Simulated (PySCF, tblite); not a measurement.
# C₅H₆N₂S− (doublet): geometry, infrared bands and EPR parameters

Aim: predict the infrared bands and EPR parameters of C₅H₆N₂S− (doublet) (`C[C]([S-])C1=NCC=N1`).

Computed with tblite 0.8.0 and PySCF 2.14.0, with density-fitted response routines of our own, on a single molecule in the gas phase. Atoms count from 0, in the outputs and in this text.

### Step 1. The starting structure

14 atoms, charge -1, multiplicity 2; geometry from: force field or distance geometry start.

Bonds of the start (Å): C0–C1 1.51, C1–S2 1.79, C1–C3 1.49, C3–N4 1.26, N4–C5 1.42, C5–C6 1.48, C6–N7 1.30, N7–C3 1.44, C0–H8 1.12, C0–H9 1.11, C0–H10 1.12, C5–H11 1.12, C5–H12 1.11, C6–H13 1.10.

### Step 2. Geometry optimisation with GFN2-xTB

Job settings and geometry (Å):

```
{"job": {"kind": "relax", "xc": "GFN2-xTB", "basis": "xTB"}, "charge": -1, "multiplicity": 2}
C     -2.312600     0.304700    -0.186900
C     -1.369100     0.282800     0.985500
S     -1.709400    -1.228300     1.881100
C      0.016400     0.131600     0.463800
N      0.337700     0.037600    -0.746900
C      1.751100    -0.100400    -0.861200
C      2.216200    -0.078000     0.540500
N      1.179600     0.055900     1.305700
H     -2.211500     1.312500    -0.676300
H     -1.962300    -0.461000    -0.909700
H     -3.377000     0.137500     0.106600
H      2.118600     0.797200    -1.425900
H      2.062400    -1.027100    -1.379900
H      3.259100    -0.165400     0.881500
```

Started as:

```
$ OMP_NUM_THREADS=1 python probes_run.py task.json out
```

The driver reads the jobs from task.json and runs them one after another.

**Question.** This job is followed by: GFN2-xTB harmonic vibrations, gas phase; UKS B3LYP, pcH-1 on C H N S, non-relativistic, mean-field spin-orbit, GIAO. Predict these results of the whole session: strongest single infrared mode (GFN2-xTB); zero-point energy (GFN2-xTB); g(iso) (B3LYP); ⟨S²⟩; largest a(iso) (averaged by class).

The runs gave:

| quantity | value |
| --- | --- |
| strongest single infrared mode (GFN2-xTB) | 2818 cm⁻¹, 408 km/mol |
| zero-point energy (GFN2-xTB) | 62.7 kcal/mol |
| g(iso) (B3LYP) | 2.01079 |
| ⟨S²⟩ | 0.758 (exact 0.75) |
| largest a(iso) (averaged by class) | 1H on H11, H12, 85.4 MHz |

In words: Over 55 steps the energy fell by 1.410 eV; of the close pairs, C1–S2 changed most, 1.789 to 1.681 Å. The lowest mode is imaginary (30i cm⁻¹), so the xTB geometry is not a minimum: the zero-point energy counts the real modes alone, and all values at this geometry belong to a saddle point. The strongest single mode, at 2818 cm⁻¹, moves mainly H12 and H11. GFN2-xTB is a fitted tight-binding method: band positions and strengths are rough. Its intensities can rank the bands wrongly. The largest spin populations lie on S2 (0.35 e), N4 (0.35 e). The isotropic g lies 8.5 ppt above the free-electron value. These values are for one conformer; the search (at its own cheap level) found 2 more, at 0.65, 0.72 kcal/mol, and measured spectra average over such forms.
